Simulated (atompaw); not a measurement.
# W: the cost of one run

Program: atompaw 4.2.0.5. Reference atom: LDA (PW92), scalar-relativistic, spherical and spin-unpolarised. All values are calculated.

## Step 1: Settings

Typed settings, in words:

- element: tungsten (W, Z = 74)
- type: PAW
- frozen core: [Kr] 4d10
- valence charge: 28
- reference configuration: 4f14 5s2 5p6 5d4 6s2 6p0
- partial waves: 5s (bound): rc 1.20 bohr; 6s (bound): rc 1.85 bohr; 5p (bound): rc 1.55 bohr; 6p (bound, empty): rc 1.85 bohr; 5d (bound): rc 1.85 bohr; 5d channel at 3.4 Ry: rc 1.85 bohr; 4f (bound): rc 1.20 bohr; 4f channel at -1.05 Ry: rc 1.20 bohr
- local potential: troulliermartins scheme with l = 4 at 0 Ry, radius 1.50 bohr
- core correction: smooth core density matched at 1.55 bohr
- augmentation charge: besselshape compensation charge, radius 1.80 bohr; PAW radius 1.85 bohr; waves and projectors: custom polynom gramschmidtortho

The outer shells as boxes (Hund's rule for the drawing; the calculation is spin-unpolarised):

```
[Kr] core
4d [↑↓][↑↓][↑↓][↑↓][↑↓]
4f [↑↓][↑↓][↑↓][↑↓][↑↓][↑↓][↑↓]
5s [↑↓]
5p [↑↓][↑↓][↑↓]
5d [↑ ][↑ ][↑ ][↑ ][  ]
6s [↑↓]
6p [  ][  ][  ]
```

An earlier all-electron run gives the scale for the radii.

All-electron outer shells of the reference configuration (LDA (PW92), scalar-relativistic, ld1.x):

```
shell  level (eV)  outermost node (bohr)  outermost maximum (bohr)
   4p     -422.96                   0.24                      0.44
   4d     -238.25                   0.22                      0.45
   5s      -79.30                   0.53                      0.96
   5p      -43.39                   0.57                      1.09
   4f      -33.46                      –                      0.43
   6s       -5.90                   1.28                      2.64
   5d       -4.68                   0.63                      1.50
   6p       -1.46                   1.54                      3.75
```

## Step 2: The generation run

W.input

```
W 74
LDA-PW scalarrelativistic loggrid 2001 logderivrange -8 5 326
6 6 5 4 0 0
6 1 0
5 2 4
0 0 0
c
c
c
c
v
v
c
c
c
v
v
c
c
v
v
3
1.85 1.80 1.50 1.55
n
n
y
3.4
n
y
-1.05
n
custom polynom gramschmidtortho besselshape
4 0 troulliermartins
1.20
1.85
1.55
1.85
1.85
1.85
1.20
1.20
PWSCFOUT
UPFDX 0.0125d0 UPFXMIN -7.d0 UPFZMESH 74.d0
END
```

On the command line:

```console
$ atompaw < W.input > W.log
```

**Question.** How long does this run take on 1 thread of Intel Xeon Platinum 8175M at 2.50GHz, shared host?

About 25 s.
